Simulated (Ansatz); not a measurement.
# As₂H₃ (doublet): wave-function methods side by side at distance As1–As2 = 1.913 Å, cc-pVDZ

One table from this session's results is given with a row withheld; the runs are named, their logs left out.

Program: Ansatz 0.2.0, Gaussian basis. Level of theory: cc-pVDZ, core rule «outside noble gas», up to 28 orbitals frozen. These are calculated values, not measurements.

The runs, in order: UHF; CCSD(T) on ROHF; CCSD(T) on UHF; BCCD(T) on ROHF; CISD; CCSDT(Q) on ROHF; CCSDT(Q) on UHF; CASSCF and MRCISD+Q, 3 electrons in 3 orbitals; CASSCF and NEVPT2, 3 electrons in 3 orbitals.

34 further runs of the same task are left out: 5 for a known fault of the program, 22 that didn't finish, 7 set aside as unsound or not needed.

**The geometry**

The geometry derives from a PBE0/def2-TZVP stationary point (not a proven minimum). One bond is set to the value named and the two fragments are kept rigid. No spin-orbit coupling is included. The filled d shell of As may be among the frozen orbitals whatever the setting's name suggests; the logs give the count.

5 atoms, charge 0, spin multiplicity 2.

Atoms are counted from 1 here; the program's logs count them from 0.

Bond lengths: As1–As2 1.913 Å, As1–H3 1.524 Å, As1–H4 1.522 Å, As2–H5 1.528 Å. Angles: As2–As1–H3 95.2°, As2–As1–H4 93.7°, H3–As1–H4 92.9°, As1–As2–H5 90.7°.

The first run:

Input file in.yaml:

```yaml
crystal:
  periodic: [false, false, false]
  atoms:
    - {symbol: As, position_ang: [0.038104, 0.021288, 0.947857]}
    - {symbol: As, position_ang: [-0.013654, -0.032889, -0.963675]}
    - {symbol: H, position_ang: [-1.302369, 0.728981, 1.101462]}
    - {symbol: H, position_ang: [-0.585780, -1.358509, 1.100889]}
    - {symbol: H, position_ang: [0.070807, 1.491864, -1.026578]}
basis:
  gaussian: {orbitals: cc-pVDZ}
magnetization: {spin_polarized: true, initial_magnetization: 1}
hamiltonian: {xc: hf}
output: {orbitals: {seedname: orbitals}}
```

Command:

```bash
$ ansatz run in.yaml --threads 1 --pin off --events-out ev --progress --plain --max-ram 2393MiB
```

Among the steps run: UHF; CCSD(T) on ROHF; CCSD(T) on UHF; BCCD(T) on ROHF; CISD; CCSDT(Q) on ROHF; CCSDT(Q) on UHF; CASSCF and MRCISD+Q, 3 electrons in 3 orbitals; CASSCF and NEVPT2, 3 electrons in 3 orbitals.

One table of the session follows, with a row left open; its other results are not shown here.

| method | from UCCSDT(Q) (kcal/mol) |
| --- | --- |
| ROHF | +161.07 |
| UHF | +158.17 |
| RMP2 | +27.89 |
| UMP2 | +28.24 |
| RCCSD | +5.38 |
| UCCSD | +5.27 |
| RCCSD(T) | +0.89 |
| UCCSD(T) | +0.85 |
| BCCD(T) | +0.86 |
| RCCSDT | +0.30 |
| UCCSDT | +0.25 |
| RCCSDT(Q) | +0.05 |
| UCCSDT(Q) | 0 |
| CASSCF pair | +150.87 |
| NEVPT2 pair | +28.22 |
| MRCISD pair | +17.35 |
| MRCISD+Q pair | ? |

**Question.** Estimate the row for MRCISD+Q pair.

As computed: from UCCSDT(Q) (kcal/mol): +1.91. In the column «from UCCSDT(Q) (kcal/mol)» it lies between RCCSD(T) (+0.89) and UCCSD (+5.27).

Not comparable, so not listed: CISD (they don't share determinant, frozen orbitals or solution with the rows shown, or repeat one).

To keep in mind: Restricted and unrestricted rows rest on different reference determinants; where their highest levels disagree by more than a few hundredths of an eV, they describe different states and don't form one ladder.
